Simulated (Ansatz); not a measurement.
# C3H5ClSi: one species, many methods

One table from this session's results is given with a row withheld; the runs are named, their logs left out.

The runs use Ansatz 0.2.0, Gaussian basis; functionals in def2-TZVPP, the program's frozen cores in correlated methods.

Levels to be run: PBE-D4, r2SCAN-D4, PBE0-D4, B3LYP-D4, ωB97X-V, ωB97M-V, B2PLYP; CCSD(T)/def2-TZVPP; MP2/def2-QZVPP; extrapolation to the limit.

**The relaxed structure**

The geometry comes from an earlier relaxation with PBE0-D4 in a triple-zeta def2 set; it is a stationary point, not always the lowest conformer.

SMILES `[SiH3]C1=C(Cl)C1`, 10 atoms, charge 0, spin multiplicity 1.

Atoms are counted from 1 here; the program's logs count them from 0.

Bond lengths: Si1–C2 1.833 Å, Si1–H6 1.486 Å, Si1–H7 1.484 Å, Si1–H8 1.486 Å, C2–C3 1.294 Å, C2–C5 1.548 Å, C3–Cl4 1.678 Å, C3–C5 1.462 Å, C5–H9 1.090 Å, C5–H10 1.090 Å. Angles: C2–Si1–H6 109.3°, C2–Si1–H7 109.9°, C2–Si1–H8 109.2°, H6–Si1–H7 109.9°, H6–Si1–H8 108.7°, H7–Si1–H8 109.9°, Si1–C2–C3 154.1°, Si1–C2–C5 144.7°, C3–C2–C5 61.2°, C2–C3–Cl4 147.4°, C2–C3–C5 68.0°, Cl4–C3–C5 144.6°, C2–C5–C3 50.8°, C2–C5–H9 118.8°, C2–C5–H10 118.8°, C3–C5–H9 119.9°, C3–C5–H10 119.9°, H9–C5–H10 114.3°.

Set-up of the first run:

Input file in.yaml:

```yaml
crystal:
  periodic: [false, false, false]
  atoms:
    - {symbol: Si, position_ang: [-1.625206, -0.489205, 0.133977]}
    - {symbol: C, position_ang: [0.110970, 0.030663, -0.138267]}
    - {symbol: C, position_ang: [1.128808, 0.353183, -0.868826]}
    - {symbol: Cl, position_ang: [1.744327, 0.584574, -2.412355]}
    - {symbol: C, position_ang: [1.443368, 0.397925, 0.558054]}
    - {symbol: H, position_ang: [-2.321685, 0.537320, 0.951273]}
    - {symbol: H, position_ang: [-2.315612, -0.648841, -1.169690]}
    - {symbol: H, position_ang: [-1.640139, -1.777320, 0.873824]}
    - {symbol: H, position_ang: [2.036501, -0.398051, 1.008225]}
    - {symbol: H, position_ang: [1.521668, 1.358750, 1.066686]}
basis:
  gaussian: {orbitals: def2-TZVPP}
hamiltonian: {xc: pbe, dispersion: d4}
output: {forces: true, orbitals: {seedname: orbitals}}
```

The run is started by

```
ansatz run in.yaml --threads 4 --pin off --events-out ev --progress --plain --max-ram 10444MiB
```

Among the steps run: PBE-D4 (GGA); r2SCAN-D4 (meta-GGA); PBE0-D4 (hybrid); B3LYP-D4 (hybrid); ωB97X-V (range-separated); ωB97M-V (range-separated); B2PLYP (double hybrid); CCSD(T) in def2-TZVPP; MP2 in def2-QZVPP.

One table of the session follows, with a row left open; its other results are not shown here.

| method | atomisation energy (kJ/mol) |
| --- | --- |
| PBE-D4 | 3779.0 |
| r2SCAN-D4 | 3696.9 |
| PBE0-D4 | 3711.8 |
| B3LYP-D4 | 3667.4 |
| ωB97X-V | 3687.5 |
| ωB97M-V | 3684.4 |
| B2PLYP | 3630.6 |
| HF/def2-TZVPP | ? |
| MP2/def2-TZVPP | 3649.3 |
| CCSD/def2-TZVPP | 3499.8 |
| CCSD(T)/def2-TZVPP | 3567.4 |
| MP2/CBS | 3745.4 |
| CCSD(T)/CBS | 3663.5 |

**Question.** Estimate the row for HF/def2-TZVPP.

**Answer.** atomisation energy (kJ/mol): 2656.2. In the column «atomisation energy (kJ/mol)» it is the lowest.

Caveats from the session: Free atoms (1 Si, 3 C, 1 Cl, 5 H) were run apart at each level; the atomisation energy is their sum less the molecule, without zero-point or spin-orbit terms.
